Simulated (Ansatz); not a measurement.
# C2H6OSSi: one species, many methods

One table from this session's results is given with a row withheld; the runs are named, their logs left out.

Program: Ansatz 0.2.0, Gaussian basis. Level of theory: functionals in def2-TZVPP, the program's frozen cores in correlated methods. These are calculated values, not measurements.

Levels to be run: PBE-D4, r2SCAN-D4, PBE0-D4, B3LYP-D4, ωB97X-V, ωB97M-V, B2PLYP; CCSD(T)/def2-TZVPP; MP2/def2-QZVPP; extrapolation to the limit.

## The relaxed structure

The geometry comes from an earlier relaxation with PBE0-D4 in a triple-zeta def2 set; it is a stationary point, not always the lowest conformer.

SMILES `C[Si]1(S)CO1`, 11 atoms, charge 0, spin multiplicity 1.

Atoms are counted from 1 here; the program's logs count them from 0.

Bond lengths: C1–Si2 1.848 Å, C1–H6 1.092 Å, C1–H7 1.091 Å, C1–H8 1.093 Å, Si2–S3 2.118 Å, Si2–C4 1.801 Å, Si2–O5 1.652 Å, S3–H9 1.344 Å, C4–O5 1.493 Å, C4–H10 1.089 Å, C4–H11 1.089 Å. Angles: Si2–C1–H6 111.0°, Si2–C1–H7 109.7°, Si2–C1–H8 110.4°, H6–C1–H7 108.9°, H6–C1–H8 108.2°, H7–C1–H8 108.6°, C1–Si2–S3 108.9°, C1–Si2–C4 125.0°, C1–Si2–O5 119.1°, S3–Si2–C4 122.9°, S3–Si2–O5 117.9°, C4–Si2–O5 51.0°, Si2–S3–H9 93.6°, Si2–C4–O5 59.3°, Si2–C4–H10 122.2°, Si2–C4–H11 123.1°, O5–C4–H10 112.3°, O5–C4–H11 112.4° and more.

Geometry (Å):

```xyz
11
charge 0, multiplicity 1
C    -1.3291   -0.6931   -0.8860
Si    0.1612    0.1341   -0.1719
S     1.5917    0.4149   -1.7085
C     0.5860    0.1666    1.5783
O    -0.0444    1.3519    0.9250
H    -1.0660   -1.6537   -1.3341
H    -2.0685   -0.8607   -0.1009
H    -1.7786   -0.0668   -1.6603
H     2.4630    1.0404   -0.8991
H     1.5964    0.3748    1.9258
H    -0.0462   -0.2654    2.3523
```

Set-up of the first run:

The input, in.yaml:

```yaml
crystal:
  periodic: [false, false, false]
  atoms:
    - {symbol: C, position_ang: [-1.329138, -0.693140, -0.885978]}
    - {symbol: Si, position_ang: [0.161157, 0.134096, -0.171931]}
    - {symbol: S, position_ang: [1.591722, 0.414855, -1.708520]}
    - {symbol: C, position_ang: [0.585990, 0.166644, 1.578336]}
    - {symbol: O, position_ang: [-0.044435, 1.351940, 0.924990]}
    - {symbol: H, position_ang: [-1.065993, -1.653703, -1.334141]}
    - {symbol: H, position_ang: [-2.068546, -0.860659, -0.100942]}
    - {symbol: H, position_ang: [-1.778552, -0.066799, -1.660281]}
    - {symbol: H, position_ang: [2.462977, 1.040401, -0.899063]}
    - {symbol: H, position_ang: [1.596409, 0.374752, 1.925845]}
    - {symbol: H, position_ang: [-0.046189, -0.265386, 2.352284]}
basis:
  gaussian: {orbitals: def2-TZVPP}
hamiltonian: {xc: pbe, dispersion: d4}
output: {forces: true, orbitals: {seedname: orbitals}}
```

Run with:

```bash
> ansatz run in.yaml --threads 4 --pin off --events-out ev --progress --plain --max-ram 10444MiB
```

Among the steps run: PBE-D4 (GGA); r2SCAN-D4 (meta-GGA); PBE0-D4 (hybrid); B3LYP-D4 (hybrid); ωB97X-V (range-separated); ωB97M-V (range-separated); B2PLYP (double hybrid); CCSD(T) in def2-TZVPP; MP2 in def2-QZVPP.

One table of the session follows, with a row left open; its other results are not shown here.

| method | atomisation energy (kJ/mol) |
| --- | --- |
| PBE-D4 | 4183.4 |
| r2SCAN-D4 | 4123.4 |
| PBE0-D4 | 4107.8 |
| B3LYP-D4 | 4084.4 |
| ωB97X-V | 4119.0 |
| ωB97M-V | 4120.5 |
| B2PLYP | 4044.1 |
| HF/def2-TZVPP | 2937.3 |
| MP2/def2-TZVPP | 4060.3 |
| CCSD/def2-TZVPP | 3917.4 |
| CCSD(T)/def2-TZVPP | ? |
| MP2/CBS | 4176.6 |
| CCSD(T)/CBS | 4101.8 |

**Question.** Estimate the row for CCSD(T)/def2-TZVPP.

The run gave: atomisation energy (kJ/mol): 3985.5. In the column «atomisation energy (kJ/mol)» it lies between CCSD/def2-TZVPP (3917.4) and B2PLYP (4044.1).

Limits of these values: Free atoms (2 C, 1 Si, 1 S, 1 O, 6 H) were run apart at each level; the atomisation energy is their sum less the molecule, without zero-point or spin-orbit terms.
